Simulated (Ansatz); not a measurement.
# C₅H₄ClF₅O₂Ti: basis-set convergence

Aim: see how fast density functionals converge with the basis set for C₅H₄ClF₅O₂Ti.

Program: Ansatz 0.2.0, Gaussian basis. Level of theory: one geometry, several basis sets. These are calculated values, not measurements.

The runs, in order: PBE0-D4/def2-SVP; ωB97M-V/def2-SVP; PBE0-D4/def2-QZVPP; ωB97M-V/def2-QZVPP; the functionals' def2-TZVPP values are taken from earlier runs.

### Step 1. The geometry

The geometry comes from an earlier relaxation with PBE0-D4 in a triple-zeta def2 set; it is a stationary point, not always the lowest conformer.

SMILES `CC1=CC(C(F)(F)F)=[O+][Ti-]([F])([F])([Cl])[O]1`, 18 atoms, charge 0, spin multiplicity 1.

Atoms are counted from 1 here; the program's logs count them from 0.

Bond lengths: C1–C2 1.489 Å, C1–H15 1.092 Å, C1–H16 1.088 Å, C1–H17 1.093 Å, C2–C3 1.413 Å, C2–O14 1.254 Å, C3–C4 1.367 Å, C3–H18 1.078 Å, C4–C5 1.531 Å, C4–O9 1.275 Å, C5–F6 1.329 Å, C5–F7 1.330 Å, C5–F8 1.333 Å, O9–Ti10 1.949 Å, Ti10–F11 1.747 Å, Ti10–F12 1.753 Å, Ti10–Cl13 2.195 Å, Ti10–O14 2.038 Å. Angles: C2–C1–H15 109.1°, C2–C1–H16 112.4°, C2–C1–H17 108.6°, H15–C1–H16 110.1°, H15–C1–H17 106.9°, H16–C1–H17 109.6°, C1–C2–C3 120.9°, C1–C2–O14 117.3°, C3–C2–O14 121.8°, C2–C3–C4 119.5°, C2–C3–H18 120.4°, C4–C3–H18 120.1°, C3–C4–C5 120.4°, C3–C4–O9 126.9°, C5–C4–O9 112.7°, C4–C5–F6 110.1°, C4–C5–F7 110.0°, C4–C5–F8 111.9° and more.

### Step 2. PBE0-D4 in def2-SVP

in.yaml

```yaml
crystal:
  periodic: [false, false, false]
  atoms:
    - {symbol: C, position_ang: [-1.264966, -1.325997, 2.073843]}
    - {symbol: C, position_ang: [-0.458366, -0.714298, 0.981728]}
    - {symbol: C, position_ang: [-1.027066, 0.236316, 0.104212]}
    - {symbol: C, position_ang: [-0.262636, 0.775130, -0.892768]}
    - {symbol: C, position_ang: [-0.865831, 1.783916, -1.873650]}
    - {symbol: F, position_ang: [-0.200923, 2.933496, -1.813241]}
    - {symbol: F, position_ang: [-0.785766, 1.315463, -3.115575]}
    - {symbol: F, position_ang: [-2.148045, 2.031292, -1.605179]}
    - {symbol: O, position_ang: [0.965493, 0.529742, -1.133144]}
    - {symbol: Ti, position_ang: [2.336848, -0.557261, -0.274330]}
    - {symbol: F, position_ang: [2.585672, -2.273482, -0.486285]}
    - {symbol: F, position_ang: [3.407352, -0.014590, -1.552604]}
    - {symbol: Cl, position_ang: [3.333203, 0.316373, 1.475391]}
    - {symbol: O, position_ang: [0.736605, -1.078512, 0.875607]}
    - {symbol: H, position_ang: [-1.207268, -2.413622, 1.993913]}
    - {symbol: H, position_ang: [-2.304315, -1.004737, 2.052249]}
    - {symbol: H, position_ang: [-0.817009, -1.052853, 3.032999]}
    - {symbol: H, position_ang: [-2.060681, 0.524923, 0.208733]}
basis:
  gaussian: {orbitals: def2-SVP}
hamiltonian: {xc: pbe0, dispersion: d4}
output: {orbitals: {seedname: orbitals}}
```

Command:

```
ansatz run in.yaml --threads 11 --pin off --events-out ev --progress --plain --max-ram 120832MiB --backend cpu
```

Further steps of the session: ωB97M-V in def2-SVP; PBE0-D4 in def2-QZVPP; ωB97M-V in def2-QZVPP.

Q: Predict the results of all the runs planned. Wanted: PBE0-D4: double and triple zeta above quadruple; ωB97M-V: double and triple zeta above quadruple.

**Answer**, as computed:

| quantity | value |
| --- | --- |
| PBE0-D4: double and triple zeta above quadruple | 36.48, 1.96 eV |
| ωB97M-V: double and triple zeta above quadruple | 36.90, 1.83 eV |

**Reading.** For PBE0-D4 the step from double to triple zeta gains 34.51 eV and the next only 1.96 eV. These are total energies; as a rule much of such shifts cancels in differences, which this series doesn't test.
